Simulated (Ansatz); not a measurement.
# F₂H₂O₂Zr: how energies converge with the basis set

The task here is to estimate one member of a computed series from the others.

Method: one geometry, several basis sets; program: Ansatz 0.2.0, Gaussian basis.

The runs, in order: PBE0-D4/def2-SVP; ωB97M-V/def2-SVP; PBE0-D4/def2-QZVPP; ωB97M-V/def2-QZVPP; the functionals' def2-TZVPP values are taken from earlier runs.

### The geometry

An earlier PBE0-D4 in a triple-zeta def2 set relaxation fixed the geometry. Zr takes the def2 core potential; no spin-orbit term is included.

SMILES `[OH][Zr]([OH])([F])[F]`, 7 atoms, charge 0, spin multiplicity 1.

Atoms are counted from 1 here; the program's logs count them from 0.

Bond lengths: O1–Zr2 1.910 Å, O1–H6 0.952 Å, Zr2–O3 1.910 Å, Zr2–F4 1.913 Å, Zr2–F5 1.913 Å, O3–H7 0.952 Å. Angles: Zr2–O1–H6 171.5°, O1–Zr2–O3 111.7°, O1–Zr2–F4 109.1°, O1–Zr2–F5 109.1°, O3–Zr2–F4 109.1°, O3–Zr2–F5 109.1°, F4–Zr2–F5 108.9°, Zr2–O3–H7 171.5°.

Geometry (Å):

```
O    -1.3147   -0.9033   -0.5508
Zr    0.4099   -0.2390   -0.0703
O     0.3010    1.4941    0.7240
F     1.2198   -1.4459    1.1728
F     1.5002   -0.1400   -1.6385
H    -2.2244   -1.1129   -0.7385
H     0.1082    2.3469    1.1012
```

Set-up of the first run:

in.yaml

```yaml
crystal:
  periodic: [false, false, false]
  atoms:
    - {symbol: O, position_ang: [-1.314718, -0.903331, -0.550829]}
    - {symbol: Zr, position_ang: [0.409873, -0.238983, -0.070268]}
    - {symbol: O, position_ang: [0.301037, 1.494142, 0.724001]}
    - {symbol: F, position_ang: [1.219789, -1.445857, 1.172839]}
    - {symbol: F, position_ang: [1.500200, -0.139958, -1.638463]}
    - {symbol: H, position_ang: [-2.224369, -1.112879, -0.738470]}
    - {symbol: H, position_ang: [0.108188, 2.346866, 1.101190]}
basis:
  gaussian: {orbitals: def2-SVP}
hamiltonian: {xc: pbe0, dispersion: d4}
output: {orbitals: {seedname: orbitals}}
```

Started as:

```console
$ ansatz run in.yaml --threads 4 --pin off --events-out ev --progress --plain --max-ram 10444MiB
```

Among the steps run: PBE0-D4 in def2-SVP; ωB97M-V in def2-SVP; PBE0-D4 in def2-QZVPP; ωB97M-V in def2-QZVPP.

One table of the session follows, with a row left open; its other results are not shown here.

It belongs to the step «Functionals by basis». 

```
functional       basis  HOMO (eV)
   PBE0-D4    def2-SVP          ?
   PBE0-D4  def2-TZVPP      -9.61
   PBE0-D4  def2-QZVPP      -9.65
   ωB97M-V    def2-SVP     -11.85
   ωB97M-V  def2-TZVPP     -12.06
   ωB97M-V  def2-QZVPP     -12.11
```

**Question.** Estimate the row for PBE0-D4, def2-SVP.

As computed: HOMO (eV): -9.41. In the column «HOMO (eV)» it is the highest.
